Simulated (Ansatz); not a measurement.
The system is Hf2Pd2Se2Br2O3.

```
CELL_PARAMETERS angstrom
5.76069 0.00496 -0.00286
-0.52750 5.84664 0.03413
-1.48435 -0.92642 6.64586
ATOMIC_POSITIONS crystal
Hf 0.74540 0.39602 0.34989
Hf 0.28763 0.45322 0.59401
Pd 0.90854 0.13294 0.84849
Pd 0.25249 0.90323 0.35874
Se 0.63469 0.40355 0.93716
Se 0.62597 0.78174 0.53023
Br 0.85273 0.99089 0.15355
Br 0.22526 0.82084 0.86223
O 0.96040 0.28925 0.59026
O 0.43233 0.24524 0.40864
O 0.07457 0.58308 0.36682
```

The cell was built by a generator and needn't be a form met in nature.

Base run:

```yaml
Program: Ansatz 0.2.0
Functional: r2SCAN
Potentials_or_basis: Ansatz PAW
Cutoff: "500 eV (not typed: the program's choice for these potentials)"
k_mesh: 4 × 4 × 3
Occupations: fermi-dirac, width 0.05 eV
Spin: spin-orbit coupling, no magnetisation
```

Its results: band gap on the k mesh 0.36 eV, indirect (least direct gap 0.49 eV); pressure -2.4 GPa; largest force 0.253 eV/Å.

Problem. The run is repeated on the same cell with these changes: functional from r2SCAN to PBE; cutoff from 500 eV (not typed: the program's choice for these potentials) to 420 eV (not typed: the program's choice for these potentials). What comes out?

Solution. Band gap on the k mesh 0.19 eV, indirect (least direct gap 0.35 eV); pressure 0.0 GPa; largest force 0.032 eV/Å.

r2SCAN gives the wider gap, since meta-GGAs in the generalised Kohn-Sham scheme recover part of the derivative discontinuity.

Caveats: the PAW data sets come from PBE, with cores solved anew for the run's functional, which leaves a small shift of forces and pressure (some runs).
